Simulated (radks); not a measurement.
# Sc⁺ in [Ar] 4s1 4d1: an all-electron calculation

What are the levels of the scandium ion Sc+, how large are its shells, and how does its energy divide?

Program: radks (a radial shooting solver on a logarithmic mesh, Libxc functionals) version 1. Level of theory: non-relativistic Kohn-Sham, TPSS, spin-polarised, spherical densities, point nucleus; open shells are filled with parallel spins first. These are calculated values, not measurements, unless marked.

### Step 1. What is computed

```
element       : scandium (Z = 21)
charge        : +1
electrons     : 20
configuration : [Ar] 4s1 4d1
```

The outer shells:

Sc⁺
```
[Ar] core
4s [↑ ]
4d [↑ ][  ][  ][  ][  ]
```

### Step 2. The run

Input:

```text
Z 21
configuration [Ar] 4s1 4d1 3d0 4p0 5s0 4f0
relativity non-relativistic
functional tpss,tpss
spin polarised
nucleus point
```

Q: Predict the outcome of this run.

As calculated:

```
                        quantity                   value
                    total energy      -760.02093 hartree
exchange-correlation share of it                  5.06 %
                            −T/E                  0.9991
          highest occupied level        4d up, -4.386 eV
    most extended occupied level  4d up, <r> = 5.30 bohr
 radius at density 0.001 e/bohr³               4.96 bohr
    maxima of the radial density                       3
```

The radial density shows 3 maxima for 4 occupied principal shells; where shells overlap, one shows as a shoulder or not at all. The ratio −T/E is 0.9991; for a non-relativistic Coulomb system it is 1 up to the kinetic part of correlation. This is not the tabulated ground configuration, so its levels and sizes aren't those of the ground state, and no measured value stands beside it.
